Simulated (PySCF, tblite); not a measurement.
# C₆H₁₄AlP: infrared bands and NMR shifts

What infrared bands and NMR shifts should C₆H₁₄AlP (`CC[C@H](C)[P+]1([AlH3-])C=C1`) show?

Programs: tblite 0.8.0 and PySCF 2.14.0, with density-fitted response routines of our own. Each step states its level of theory. These are calculated values for one molecule in the gas phase, unless marked as measured. Atoms are numbered from 0 throughout.

## (1) The starting structure

22 atoms, charge 0, multiplicity 1; geometry from: GFN2-xTB.

Bonds of the start (Å): C0–C1 1.52, C1–C2 1.53, C2–C3 1.53, C2–P4 1.88, P4–Al5 2.51, P4–C6 1.83, C6–C7 1.30, C7–P4 1.86, C0–H8 1.09, C0–H9 1.09, C0–H10 1.09, C1–H11 1.09, C1–H12 1.09, C2–H13 1.10, C3–H14 1.09, C3–H15 1.09, C3–H16 1.09, Al5–H17 1.58, Al5–H18 1.58, Al5–H19 1.57, C6–H20 1.07, C7–H21 1.07.

## (2) Harmonic vibrations with GFN2-xTB

Job settings and geometry (Å):

```
{"job": {"kind": "ir", "xc": "GFN2-xTB", "basis": "xTB"}, "charge": 0, "multiplicity": 1}
C     -2.409778     1.307137     0.636373
C     -1.846441    -0.064623     0.290556
C     -0.644907     0.036999    -0.647854
C     -0.197141    -1.323400    -1.172061
P      0.814560     0.912503     0.146891
Al     2.929074     0.156476    -0.972163
C      0.791787     0.359513     1.889699
C      1.560166    -0.431366     1.192899
H     -1.634515     1.935417     1.074428
H     -3.228139     1.220540     1.347013
H     -2.781729     1.801358    -0.258050
H     -1.544031    -0.583094     1.205490
H     -2.622416    -0.669173    -0.186701
H     -0.919328     0.667899    -1.503211
H      0.045543    -1.990557    -0.344898
H      0.691764    -1.208757    -1.797554
H     -0.985318    -1.786868    -1.764147
H      2.413996     0.849952    -2.289459
H      3.120958    -1.406503    -1.042758
H      3.809973     0.924221     0.077220
H      0.407582     0.588130     2.859986
H      2.217928    -1.276419     1.257452
```

**Question.** This job is followed by: GIAO PBE0/pcSseg-1 NMR shielding, non-relativistic, gas phase. What will the session give for the following? strongest single infrared mode (GFN2-xTB); zero-point energy (GFN2-xTB); 13C shifts against TMS (PBE0/pcSseg-1); 1H shifts against TMS (PBE0/pcSseg-1, means over atoms taken as alike); 31P shifts against H3PO4 (PBE0/pcSseg-1); 27Al shifts against AlH4- (PBE0/pcSseg-1).

The runs gave:

| quantity | value |
| --- | --- |
| strongest single infrared mode (GFN2-xTB) | 752 cm⁻¹, 600 km/mol |
| zero-point energy (GFN2-xTB) | 106.5 kcal/mol |
| 13C shifts against TMS (PBE0/pcSseg-1) | 128.2, 115.5, 35.2, 27.1, 19.0, 16.0 ppm |
| 1H shifts against TMS (PBE0/pcSseg-1, means over atoms taken as alike) | 8.35, 7.87, 4.76, 1.19, 1.17, 1.12, 1.09, 0.65 ppm |
| 31P shifts against H3PO4 (PBE0/pcSseg-1) | -200.5 ppm |
| 27Al shifts against AlH4- (PBE0/pcSseg-1) | 71.2 ppm |

What this shows: All 60 modes are real, so the xTB geometry is a minimum. The strongest single mode, at 752 cm⁻¹, is carried by H18, H19, H17. Unscaled tight-binding wavenumbers are off by several per cent, some by more. Its intensities can rank the bands wrongly. At PBE0/pcSseg-1: The widest tensor belongs to P4: span 933 ppm, with a paramagnetic part of -448 ppm.
